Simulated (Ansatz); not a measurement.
# Al₂H₆SSi: one species, many methods

How much do the methods differ for Al₂H₆SSi? The plan is to run it at one geometry with functionals of several rungs and with coupled cluster. The yardstick is the atomisation energy at the CCSD(T) limit.

Method: functionals in def2-TZVPP, the program's frozen cores in correlated methods; program: Ansatz 0.2.0, Gaussian basis.

Plan: LDA (SPW92), PBE-D4, revPBE-D4, BLYP-D4, r2SCAN-D4, B97M-V, PBE0-D4, B3LYP-D4, r2SCANh-D4, r2SCAN0-D4, HSE06-D4, BHLYP-D4, CAM-B3LYP-D4, LC-ωPBE, ωB97X-V, ωB97M-V, B2PLYP, PBE-QIDH; CCSD(T)/def2-SVP; CCSD(T)/def2-TZVPP; MP2/def2-QZVPP; extrapolation to the limit; RPA on PBE.

## 1. The relaxed structure

The geometry comes from an earlier relaxation with PBE0-D4 in a triple-zeta def2 set; it is a stationary point, not always the lowest conformer.

SMILES `[AlH2][S][AlH][SiH3]`, 10 atoms, charge 0, spin multiplicity 1.

Atoms are counted from 1 here; the program's logs count them from 0.

Bond lengths: Al1–S2 2.237 Å, Al1–H5 1.589 Å, Al1–H6 1.581 Å, S2–Al3 2.151 Å, Al3–Si4 2.461 Å, Al3–H7 1.578 Å, Si4–H8 1.485 Å, Si4–H9 1.536 Å, Si4–H10 1.490 Å. Angles: S2–Al1–H5 115.2°, S2–Al1–H6 117.6°, H5–Al1–H6 123.3°, Al1–S2–Al3 89.5°, S2–Al3–Si4 106.6°, S2–Al3–H7 126.2°, Si4–Al3–H7 126.9°, Al3–Si4–H8 122.0°, Al3–Si4–H9 102.3°, Al3–Si4–H10 114.8°, H8–Si4–H9 104.6°, H8–Si4–H10 109.2°, H9–Si4–H10 100.9°.

## 2. LDA

This LDA is Slater exchange with PW92 correlation.

File in.yaml:

```yaml
crystal:
  periodic: [false, false, false]
  atoms:
    - {symbol: Al, position_ang: [-0.967817, 1.086674, -0.923729]}
    - {symbol: S, position_ang: [1.134493, 1.841285, -1.053186]}
    - {symbol: Al, position_ang: [1.833785, -0.019250, -0.230400]}
    - {symbol: Si, position_ang: [-0.070060, -1.020314, 0.964965]}
    - {symbol: H, position_ang: [-1.277745, -0.207860, -1.792332]}
    - {symbol: H, position_ang: [-2.083362, 2.101951, -0.451252]}
    - {symbol: H, position_ang: [3.319546, -0.551150, -0.259002]}
    - {symbol: H, position_ang: [-0.696855, -2.291369, 0.522973]}
    - {symbol: H, position_ang: [-1.167152, 0.037384, 0.775075]}
    - {symbol: H, position_ang: [0.058365, -1.028453, 2.449787]}
basis:
  gaussian: {orbitals: def2-TZVPP}
hamiltonian: {xc: lda}
output: {orbitals: {seedname: orbitals}}
```

On the command line:

```
ansatz run in.yaml --threads 2 --pin off --events-out ev --progress --plain --max-ram 4352MiB
```

After this run come: PBE-D4 (GGA); revPBE-D4 (GGA); BLYP-D4 (GGA); r2SCAN-D4 (meta-GGA); B97M-V (meta-GGA); B3LYP-D4 (hybrid); r2SCANh-D4 (hybrid); r2SCAN0-D4 (hybrid); HSE06-D4 (hybrid); BHLYP-D4 (hybrid); CAM-B3LYP-D4 (range-separated); LC-ωPBE (range-separated); ωB97X-V (range-separated); ωB97M-V (range-separated); B2PLYP (double hybrid); PBE-QIDH (double hybrid); CCSD(T) in def2-SVP; CCSD(T) in def2-TZVPP; MP2 in def2-QZVPP; RPA on PBE orbitals.

**Question.** What will the summary of the whole plan be? Wanted: atomisation energy, CCSD(T)/CBS; farthest beyond LDA; mean size of error, GGA; mean size of error, meta-GGA; mean size of error, hybrid; mean size of error, range-separated; mean size of error, double hybrid; gap, smallest and largest; T1 diagnostic.

The runs gave:

| quantity | value |
| --- | --- |
| atomisation energy, CCSD(T)/CBS | 2758.9 kJ/mol |
| functionals within 13.8 kJ/mol (0.5 %) | r2SCAN-D4, r2SCANh-D4, ωB97M-V |
| farthest beyond LDA | revPBE-D4 (-84.6 kJ/mol) |
| mean size of error, GGA | 69.2 kJ/mol |
| mean size of error, meta-GGA | 32.7 kJ/mol |
| mean size of error, hybrid | 32.1 kJ/mol |
| mean size of error, range-separated | 25.3 kJ/mol |
| mean size of error, double hybrid | 58.7 kJ/mol |
| gap, smallest and largest | 3.40 eV (LDA (SPW92)), 9.90 eV (LC-ωPBE) |
| T1 diagnostic | 0.0133 |
| triples share of the correlation energy | 4.0 % |

LDA overbinds by 259.0 kJ/mol (9 %). PBE-D4 misses by -48.2 kJ/mol. Double hybrids carry the basis error of their MP2 part in triple zeta, and no dispersion term here, so their miss is partly the set-up's. By mean error the best rung here is range-separated (25.3 kJ/mol) and the worst beyond LDA is GGA (69.2 kJ/mol). The gap between the best rungs is small, so their order is not settled. The reference freezes the cores and leaves out relativity and excitations past (T), so misses under about 13.8 kJ/mol can't be ranked. Hartree-Fock recovers 75 % of the binding; the rest is correlation. CCSD(T) in def2-SVP is off by -198.8 kJ/mol, so the small basis spoils what the method gains. The gap grows from 3.4 to 9.9 eV across the functionals, mostly with the share of exact exchange.
